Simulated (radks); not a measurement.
# Tl²⁺ in [Xe] 4f14 5d9 6s1 6d1: an all-electron calculation

Aim: the levels, the sizes of the orbitals and the parts of the energy of the thallium ion Tl2+.

The numbers are computed with radks (a radial shooting solver on a logarithmic mesh, Libxc functionals) version 1 (Dirac Kohn-Sham, HCTH/407, spin-unpolarised, spherical densities, finite nucleus; open shells fill j = l - 1/2 first), except any that are marked as measured or tabulated.

### Step 1. Starting point

- element: thallium (Z = 81)
- charge: +2
- electrons: 79
- configuration: [Xe] 4f14 5d9 6s1 6d1
- nuclear rms radius: 5.4759 fm

### Step 2. The calculation

Input:

```text
Z 81
configuration [Xe] 4f14 5d9 6s1 6d1 6p0 7s0 5f0 7d0
relativity Dirac
functional hcth_407
spin unpolarised
j_filling energy
nucleus finite rms 5.4759 fm
c 137.035999084
```

**Question.** What will this run give?

As calculated:

```
                        quantity                   value
                    total energy     -20293.0061 hartree
exchange-correlation share of it                  1.94 %
                            −T/E                  1.1575
          highest occupied level        6d3/2, -9.789 eV
    most extended occupied level  6d3/2, <r> = 4.28 bohr
 radius at density 0.001 e/bohr³               4.55 bohr
    maxima of the radial density                       4
```

What this shows: 6 principal shells are occupied and 4 maxima appear in the radial density; where shells overlap, one shows as a shoulder or not at all. −T/E is 1.158: with relativity the kinetic term as defined here no longer equals −E. This is not the tabulated ground configuration, so its levels and sizes aren't those of the ground state, and no measured value stands beside it.
